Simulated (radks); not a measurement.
# Numerical settings for O⁺

How sensitive is the result for the oxygen ion O+ to mesh, mixing and thresholds? A default run comes first. The defaults are a mesh step of 0.008 in ln r, a mesh end at 40 bohr or more, Anderson mixing 0.5 over 9 steps and a tight residual threshold, with the energy settled to 1e-9 hartree as well; every run has a cap on iterations.

Program: radks (a radial shooting solver on a logarithmic mesh, Libxc functionals) version 1. Level of theory: Dirac Kohn-Sham, PBE, spin-unpolarised, spherical densities, finite nucleus; open shells are shared between the two j in proportion to 2j + 1. These are calculated values, not measurements, unless marked.

**1. Starting point**

- element: oxygen (Z = 8)
- charge: +1
- electrons: 7
- configuration: [He] 2s2 2p3
- nuclear rms radius: 2.6991 fm

The outer shells:

O⁺
```
[He] core
2s [↑↓]
2p [↑ ][↑ ][↑ ]
```

**2. Default settings**

Settings of this run:

```text
Z 8
configuration [He] 2s2 2p3
relativity Dirac
functional pbe,pbe
spin unpolarised
j_filling average
nucleus finite rms 2.6991 fm
c 137.035999084
max_iterations 93
```

Run with:

```sh
python run_ks.py task.json out
```

This one command runs every case of the session in turn.

**3. Mesh step in ln r 0.03**

Input: that of step 2 with these lines changed.

```diff
@@ -8,2 +8,3 @@
 c 137.035999084
+mesh_step 0.03
 max_iterations 93
```

**4. Mesh step in ln r 0.05**

Input: that of step 3 with these lines changed.

```diff
@@ -8,3 +8,3 @@
 c 137.035999084
-mesh_step 0.03
+mesh_step 0.05
 max_iterations 93
```

**5. Mesh step in ln r 0.12**

Input: that of step 4 with these lines changed.

```diff
@@ -8,3 +8,3 @@
 c 137.035999084
-mesh_step 0.05
+mesh_step 0.12
 max_iterations 93
```

**6. Mesh end (bohr) 1**

Input: that of step 5 with these lines changed.

```diff
@@ -8,3 +8,3 @@
 c 137.035999084
-mesh_step 0.12
+mesh_end 1
 max_iterations 93
```

**7. Mesh end (bohr) 400**

Input: that of step 6 with these lines changed.

```diff
@@ -8,3 +8,3 @@
 c 137.035999084
-mesh_end 1
+mesh_end 400
 max_iterations 93
```

**8. Residual threshold 0.001**

Input: that of step 7 with these lines changed.

```diff
@@ -8,3 +8,3 @@
 c 137.035999084
-mesh_end 400
+threshold 0.001
 max_iterations 93
```

**9. Residual threshold 1e-16**

Input: that of step 8 with these lines changed.

```diff
@@ -8,3 +8,3 @@
 c 137.035999084
-threshold 0.001
+threshold 1e-16
 max_iterations 93
```

**10. Mixing 2.5**

Input: that of step 9 with these lines changed.

```diff
@@ -8,3 +8,3 @@
 c 137.035999084
-threshold 1e-16
+mixing 2.5
 max_iterations 93
```

**11. Mixing history 1, mixing 0.8**

Input: that of step 10 with these lines changed.

```diff
@@ -8,3 +8,4 @@
 c 137.035999084
-mixing 2.5
+history 1
+mixing 0.8
 max_iterations 93
```

**12. Mixing history 1, mixing 0.5**

Input: that of step 11 with these lines changed.

```diff
@@ -9,3 +9,3 @@
 history 1
-mixing 0.8
+mixing 0.5
 max_iterations 93
```

**13. Mixing history 2**

Input: that of step 12 with these lines changed.

```diff
@@ -8,4 +8,3 @@
 c 137.035999084
-history 1
-mixing 0.5
+history 2
 max_iterations 93
```

**14. Iteration cap 2**

Input: that of step 13 with these lines changed.

```diff
@@ -8,3 +8,2 @@
 c 137.035999084
-history 2
-max_iterations 93
+max_iterations 2
```

Before running it: what results should come out? Wanted: for each run, setting; iterations; converged; change of E.

**Answer**, as computed:

```csv
setting,mesh points,iterations,converged,change of E (mhartree),time
Default settings,2189,14,yes,0,0.06 s
mesh step in ln r 0.03,584,14,yes,0,0.03 s
mesh step in ln r 0.05,351,14,yes,0,0.02 s
mesh step in ln r 0.12,146,93,no,-,0.18 s
mesh end (bohr) 1,1727,13,no,-,0.04 s
mesh end (bohr) 400,2476,14,yes,0,0.06 s
residual threshold 0.001,2189,8,yes,0,0.04 s
residual threshold 1e-16,2189,93,no,-,0.27 s
mixing 2.5,2189,14,yes,0,0.06 s
"mixing history 1, mixing 0.8",2189,20,yes,0,0.08 s
"mixing history 1, mixing 0.5",2189,30,yes,0,0.11 s
mixing history 2,2189,21,yes,0,0.08 s
iteration cap 2,2189,2,no,-,0.01 s
```

In words: A zero stands for a change under the printed digits. No run that converges misses the default energy by more than 1 mhartree. Not converged or rejected: mesh step in ln r 0.12; mesh end (bohr) 1; residual threshold 1e-16; iteration cap 2. A mesh that ends early acts as a hard wall.
